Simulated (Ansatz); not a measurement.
# GdMn (CsCl type): from the first guess to the electronic structure

What volume does GdMn (CsCl type) take, and is it a metal or an insulator at this level? The pressure is brought towards zero step by step, and the electronic structure follows. The cell was built by placing the elements on the sites of a structure type; the runs don't test whether it is the stable form.

Method: DFT PBEsol, scalar-relativistic, plane waves, PAW, in Ansatz 0.2.0.

**1. The starting structure**

The structure is cubic, space group Pm-3m (No. 221). Conventional cell: a = 3.480 Å, b = 3.480 Å, c = 3.480 Å, α = 90.00°, β = 90.00°, γ = 90.00°. Gd (site symmetry m-3m) has 8 Mn at 3.01 Å as nearest neighbours. Mn (site symmetry m-3m) has 8 Gd at 3.01 Å as nearest neighbours.

Structure file:

```
Gd Mn
1.0
     3.47988    0.00000    0.00000
     0.00000    3.47988    0.00000
     0.00000    0.00000    3.47988
Gd Mn
1 1
Direct
  0.00000 0.00000 0.00000
  0.50000 0.50000 0.50000
```

Starting moments: Gd 7.00; Mn 3.50 μB.

**2. The first run**

Input file input.yaml:

```yaml
crystal:
  lattice:
    - [3.4798846133, 0.0, 0.0]
    - [0.0, 3.4798846133, 0.0]
    - [0.0, 0.0, 3.4798846133]
  atoms:
    - { symbol: Gd, position: [0.0, 0.0, 0.0], spin: 7.0 }
    - { symbol: Mn, position: [0.5, 0.5, 0.5], spin: 3.5 }
basis:
  ecutwfc: 420
  ecutrho_ratio: 4
kpoints:
  mp_grid: { grid: [10, 10, 10] }
hamiltonian:
  xc: pbesol
scf:
  occupations: { method: gaussian, width: 0.05 }
output:
  forces: true
  stress: true
  eigenvalues: true
  populations: true
magnetization:
  spin_polarized: true
```

Launch:

```bash
$ ansatz run input.yaml --threads 4 --pin off --max-ram 4096MiB --backend cpu --events-out ev --progress --plain --runs-dir out
```

After this run come: Next volume: 20.866 Å³/atom; Next volume: 20.488 Å³/atom; A single point with the electronic structure.

Before running it: what results should come out? Wanted: space group; conventional cell; volume; pressure; gap; states at the Fermi level; spin moments in spheres; highest ELF outside the cores.

The runs gave:

```
                     quantity                                                                      value
                  space group                                                            Pm-3m (No. 221)
            conventional cell  a = 3.448 Å, b = 3.448 Å, c = 3.448 Å, α = 90.00°, β = 90.00°, γ = 90.00°
                       volume                                                             20.488 Å³/atom
                     pressure                                                                  -0.03 GPa
                          gap                                                               none (metal)
    states at the Fermi level                                                    about 4 per eV per cell
      spin moments in spheres                                                       Gd 7.17; Mn -3.28 μB
highest ELF outside the cores                                                  0.56, about 1.7 Å from Mn
```

In words: Over the 3 runs shown the cell moved from 21.07 to 20.49 Å³/atom, a change of -2.8 %, where the pressure is zero within 0.03 GPa. Only this one magnetic order is considered here. There is no gap at this level of theory; the largest share of the states at the Fermi level is Mn 3d (56 % of the projected weight, then Gd 5d with 33 %). No U acts on the 4f shell, so its levels can lie too near the Fermi level. Spin–orbit coupling is left out, though the cell holds Gd; it splits the 4f levels.
